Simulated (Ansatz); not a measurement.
# NiS2: the cost of one run

Method: DFT r2SCAN, PAW, plane waves, scalar-relativistic, in Ansatz 0.2.0.

### Step 1. The structure to begin with

It takes space group Pa-3 (No. 205, cubic). Conventional cell: a = 5.574 Å, b = 5.574 Å, c = 5.574 Å, α = 90.00°, β = 90.00°, γ = 90.00°. Ni (site symmetry -3) has 6 S at 2.35 Å as nearest neighbours. Around S (site symmetry 3) lie 1 S at 2.05 Å and 3 Ni at 2.35 Å.

As a file:

```
Ni S
1.0
     5.57450    0.00000    0.00000
     0.00000    5.57450    0.00000
     0.00000    0.00000    5.57450
Ni S
4 8
Cartesian
  0.0000 0.0000 0.0000
  2.7872 0.0000 2.7872
  2.7872 2.7872 0.0000
  0.0000 2.7872 2.7872
  2.1958 2.1958 2.1958
  0.5915 3.3787 4.9830
  4.9830 0.5915 3.3787
  3.3787 4.9830 0.5915
  3.3787 3.3787 3.3787
  4.9830 2.1958 0.5915
  0.5915 4.9830 2.1958
  2.1958 0.5915 4.9830
```

In tables a label like S12 counts atoms in the order of input.yaml; a structure file may count by element.

Known so far: 10 plain starts ended in 5 states. The lowest came from “opposed moments +-+-, plain SCF [Ni1 2.00, Ni2 -2.00, Ni3 2.00, Ni4 -2.00 μB]”: antiferromagnetic, site moments Ni1 1.20, Ni2 -1.20, Ni3 1.20, Ni4 -1.20 μB, total 0.00 μB per cell, no gap on the k-mesh, free energy -30632.5874 eV.

Runs to come: parallel moments, default search for lower states; opposed moments +---, default search for lower states; the moments typed in its input, symmetry off, plain SCF; the moments typed in its input, standard search for lower states; the moments typed in its input, symmetry off, default search.

A plain SCF has the search for lower states switched off and ends at the first converged state. The default search lets the program follow hints of a lower state (another filling of open shells, a soft direction), where it sees any. The standard and full searches may also try other magnetic orders and fillings, and need not reach the lowest state. With a search on, the program may also reshape the start on open shells. Ends within 0.2 meV/atom and 0.1 μB count as one state.

The total moment includes the space between the atomic spheres.

### Step 2. Parallel moments, default search for lower states

The input, input.yaml:

```yaml
crystal:
  lattice:
    - [5.5745, 0.0, 0.0]
    - [0.0, 5.5745, 0.0]
    - [0.0, 0.0, 5.5745]
  atoms:
    - { symbol: Ni, position: [0.0, 0.0, 0.0], spin: 2.0 }
    - { symbol: Ni, position: [0.5, 0.0, 0.5], spin: 2.0 }
    - { symbol: Ni, position: [0.5, 0.5, 0.0], spin: 2.0 }
    - { symbol: Ni, position: [0.0, 0.5, 0.5], spin: 2.0 }
    - { symbol: S, position: [0.3939, 0.3939, 0.3939] }
    - { symbol: S, position: [0.1061, 0.6061, 0.8939] }
    - { symbol: S, position: [0.8939, 0.1061, 0.6061] }
    - { symbol: S, position: [0.6061, 0.8939, 0.1061] }
    - { symbol: S, position: [0.6061, 0.6061, 0.6061] }
    - { symbol: S, position: [0.8939, 0.3939, 0.1061] }
    - { symbol: S, position: [0.1061, 0.8939, 0.3939] }
    - { symbol: S, position: [0.3939, 0.1061, 0.8939] }
magnetization:
  spin_polarized: true
hamiltonian:
  xc: r2scan
  pseudopotentials: { kind: paw }
basis:
  ecutwfc: 500
kpoints:
  mp_grid: { grid: [3, 3, 3] }
scf:
  occupations: { method: gaussian, width: 0.1 }
output:
  forces: true
  stress: true
```

Command:

```sh
> ansatz run input.yaml --threads 4 --pin off --max-ram 9216MiB --backend cpu --events-out ev --progress --plain --runs-dir out
```

**Question.** How long does this run take on 4 threads of Arm Neoverse V1, shared host, and how much memory does it need?

About 12 s, with a peak of 0.99 GiB.
